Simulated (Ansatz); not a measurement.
**LiGaI2: from a guess to a relaxed structure**

Aim: relax a trial structure of LiGaI2 and see where it ends, then test the end with a random kick.

Program: Ansatz 0.2.0. Level of theory: DFT PBE, scalar-relativistic, plane waves, PAW. These are calculated values, not measurements.

## Step 1: The system as given

Symmetry: P-3m1, No. 164, trigonal system. The conventional cell has a = 4.307 Å, b = 4.307 Å, c = 7.038 Å, α = 90.00°, β = 90.00°, γ = 120.00°. Around Li (site symmetry -3m) lie 6 I at 3.04 Å. Ga (site symmetry -3m) has 6 I at 3.05 Å as nearest neighbours. Around I (site symmetry 3m) lie 3 Li at 3.04 Å and 3 Ga at 3.05 Å.

Coordinates:

```
Li Ga I
1.0
     4.30672    0.00000    0.00000
    -2.15336    3.72973    0.00000
     0.00000    0.00000    7.03817
Li Ga I
1 1 2
Direct
  0.00000 0.00000 0.00000
  0.00000 0.00000 0.50000
  0.33333 0.66667 0.24908
  0.66667 0.33333 0.75092
```

Recipe of the guess: species swapped into a database cell of GdAgSe2 (P-3m1, No. 164), with Li on the Gd sites, Ga on the Ag sites and I on the Se sites. Its size is a rough estimate.

## Step 2: Probe: one point on a coarse mesh

input.yaml

```yaml
crystal:
  lattice:
    - [4.30672208, 0.0, 0.0]
    - [-2.15336104, 3.72973073, 0.0]
    - [0.0, 0.0, 7.03817464]
  atoms:
    - { symbol: Li, position: [0.0, 0.0, 0.0] }
    - { symbol: Ga, position: [0.0, 0.0, 0.5] }
    - { symbol: I, position: [0.33333333, 0.66666667, 0.2490769] }
    - { symbol: I, position: [0.66666667, 0.33333333, 0.7509231] }
basis:
  ecutwfc: 420
kpoints:
  mp_grid: { grid: [6, 6, 4] }
hamiltonian:
  xc: pbe
scf:
  occupations: { method: gaussian, width: 0.1 }
  lower_state_search: "off"
output:
  forces: true
  stress: true
  eigenvalues: true
```

Command:

```
> ansatz run input.yaml --threads 1 --pin off --max-ram 2560MiB --backend cpu --events-out ev --progress --plain --runs-dir out
```

Further runs follow: rough relaxation on the coarse mesh; relaxation on the finer mesh; kick test: the unmoved cell on a coarse mesh; kicked and relaxed without symmetry.

Q: Predict the outcome of this session. Wanted: conventional cell; volume; energy over the elements; gap on the mesh.

The runs gave:

```
                              quantity                                                                       value
symmetry at the end (tolerance 0.02 Å)                                                 space group P-3m1 (No. 164)
                     conventional cell  a = 4.417 Å, b = 4.417 Å, c = 7.605 Å, α = 90.00°, β = 90.00°, γ = 120.00°
                                volume                                                               32.12 Å³/atom
              energy over the elements                                                               -0.76 eV/atom
                       gap on the mesh                                                                     2.26 eV
```

**Reading.** The space group P-3m1 (No. 164) is kept, and the volume per atom grows by 13.6 % from the first guess. It lies below the elements, which doesn't yet make it stable: competing phases were not computed in this session. It survived the kick, though modes of other wave vectors, which need another repeat, weren't probed. These runs have no spin-orbit coupling; with I it would split and shift bands.
